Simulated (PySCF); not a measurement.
# MC-PDFT(2,2)/def2-SVP (core potential, 2 states averaged) run of C2H3In (SMILES C#[C][InH2])

Aim: the energy difference between two shapes of C2H3In at MC-PDFT(2,2)/def2-SVP (core potential, 2 states averaged), from 2 runs. Input form: a Python script.

Program for the calculation: PySCF 2.14.0.

4 further runs of the same task are left out: 1 for a known fault of the program, 3 set aside as unsound or not needed.

### 1 The structure to begin with

The species is C2H3In (6 atoms), meant as a singlet with charge 0. As SMILES, `C#[C][InH2]`. Geometry: relaxed at PBE0-D4/def2-TZVP.

Bond lengths: C1–C2 1.210 Å, C2–In3 2.097 Å, C1–H4 1.067 Å, In3–H5 1.713 Å, In3–H6 1.713 Å. Angles: C1–C2–In3 180.0°, C2–C1–H4 180.0°, C2–In3–H5 117.0°, C2–In3–H6 117.0°, H5–In3–H6 126.0°.

### 2 The vertical excitations at MC-PDFT(2,2)/def2-SVP (core potential, 2 states averaged)

File input.xyz:

```xyz
6
C2H3In
C     -0.186600    -1.928000     0.015100
C     -0.070400    -0.723400     0.005900
In     0.131900     1.363900    -0.010600
H     -0.289000    -2.989600     0.023300
H      0.673500     2.081500    -1.468800
H     -0.259400     2.195500     1.435000
```

File calc.py:

```python
import numpy
from pyscf import gto, mcpdft

mol = gto.M(
    atom='input.xyz',
    max_memory=1860,
    basis='def2-svp',
    spin=0,
    charge=0,
    ecp={'In': 'def2-svp'},
    verbose=3,
)

calc0 = mol.RHF()
calc0.kernel()

cas = mcpdft.CASSCF(calc0, 'tPBE', 2, 2)
cas.fix_spin_(ss=0.0)
cas = cas.state_average_([1 / 2] * 2)
cas.kernel()
states = list(cas.e_states)
etot = states[0]
print('Final energy', etot)

roots = (numpy.array(states[1:]) - states[0]) * 27.211386
print('state  energy (Eh)  excitation (eV)')
for i, e in enumerate(states):
    print('%3d %16.8f %9.4f' % (i, e, (e - states[0]) * 27.211386))
```

On the command line:

```sh
$ OMP_NUM_THREADS=1 python calc.py
```

What it wrote:

```text
converged SCF energy = -266.535352556899
CASSCF energy = -266.441189927153
CASCI E = -266.441189927153  E(CI) = -1.08193079371989  S^2 = 0.0000000
CASCI state-averaged energy = -266.441189927153
CASCI energy for each state
  State 0 weight 0.5  E = -266.528968519198 S^2 = 0.0000000
  State 1 weight 0.5  E = -266.353411335109 S^2 = 0.0000000
MC-PDFT state 0 E = -267.83687547523743, Eot(tPBE) = -28.53128460372246
MC-PDFT state 1 E = -267.6485457338922, Eot(tPBE) = -28.391596547518294
Final energy -267.83687547523743
state  energy (Eh)  excitation (eV)
  0    -267.83687548    0.0000
  1    -267.64854573    5.1247
```

Run time: 5.4 s. Hardware: 1 thread of Arm Neoverse V2, shared host; peak memory 0.34 GiB.

### 3 The distorted shape, same level

File geometry.xyz:

```xyz
6

C     -0.091826    -1.878594    -0.010245
C      0.045843    -0.696509     0.009274
In     0.179150     1.392500     0.027258
H     -0.247877    -2.954478    -0.007049
H      0.731296     2.021558    -1.251946
H     -0.332851     2.196691     1.506852
```

File job.py:

```python
import numpy
from pyscf import gto, scf, mcpdft

mol = gto.M(
    atom='geometry.xyz',
    verbose=3,
    basis='def2-svp',
    max_memory=1860,
    ecp={'In': 'def2-svp'},
    charge=0,
)

mf = scf.RHF(mol)
mf.kernel()

cas = mcpdft.CASSCF(mf, 'tPBE', 2, 2)
cas.fix_spin_(ss=0.0)
cas = cas.state_average_([1 / 2] * 2)
cas.kernel()
states = list(cas.e_states)
etot = states[0]
print(f'total energy: {etot:.8f} hartree')

roots = (numpy.array(states[1:]) - states[0]) * 27.211386
print('state  energy (Eh)  excitation (eV)')
for i, e in enumerate(states):
    print('%3d %16.8f %9.4f' % (i, e, (e - states[0]) * 27.211386))
```

On the command line:

```sh
$ OMP_NUM_THREADS=1 python job.py
```

What it wrote:

```text
converged SCF energy = -266.521672270882
CASSCF energy = -266.425121106665
CASCI E = -266.425121106665  E(CI) = -1.08022083348806  S^2 = 0.0000000
CASCI state-averaged energy = -266.425121106665
CASCI energy for each state
  State 0 weight 0.5  E = -266.514396727211 S^2 = 0.0000000
  State 1 weight 0.5  E = -266.335845486119 S^2 = 0.0000000
MC-PDFT state 0 E = -267.82263567485677, Eot(tPBE) = -28.57441440584419
MC-PDFT state 1 E = -267.6315486108995, Eot(tPBE) = -28.420102864804306
total energy: -267.82263567 hartree
state  energy (Eh)  excitation (eV)
  0    -267.82263567    0.0000
  1    -267.63154861    5.1997
```

Run time: 4.8 s. Hardware: 1 thread of Arm Neoverse V2, shared host; peak memory 0.34 GiB.

### 4 Outcome

At MC-PDFT(2,2)/def2-SVP (core potential, 2 states averaged):

| quantity | value |
| --- | --- |
| first shape: energy of the lowest of 2 roots | -267.83688 Eh |
| first shape: dipole moment (Hartree–Fock density) | 0.25 D |
| first shape: HOMO energy (Hartree–Fock orbitals) | -10.38 eV |
| first shape: LUMO energy (Hartree–Fock orbitals) | 0.67 eV |
| first shape: HOMO–LUMO gap (Hartree–Fock orbitals) | 11.06 eV |
| first shape: lowest excitation energy within this active space | 5.12 eV |
| distorted shape: energy of the lowest of 2 roots | -267.82264 Eh |
| distorted shape: dipole moment (Hartree–Fock density) | 0.60 D |
| distorted shape: HOMO energy (Hartree–Fock orbitals) | -10.44 eV |
| distorted shape: LUMO energy (Hartree–Fock orbitals) | 0.70 eV |
| distorted shape: HOMO–LUMO gap (Hartree–Fock orbitals) | 11.14 eV |
| distorted shape: lowest excitation energy within this active space | 5.20 eV |
| energy change with the atoms displaced | 0.387 eV |

What this shows: With the atoms displaced the energy rises by 0.39 eV (8.9 kcal/mol). The first shape isn't relaxed at this level, so the change isn't measured from a minimum.
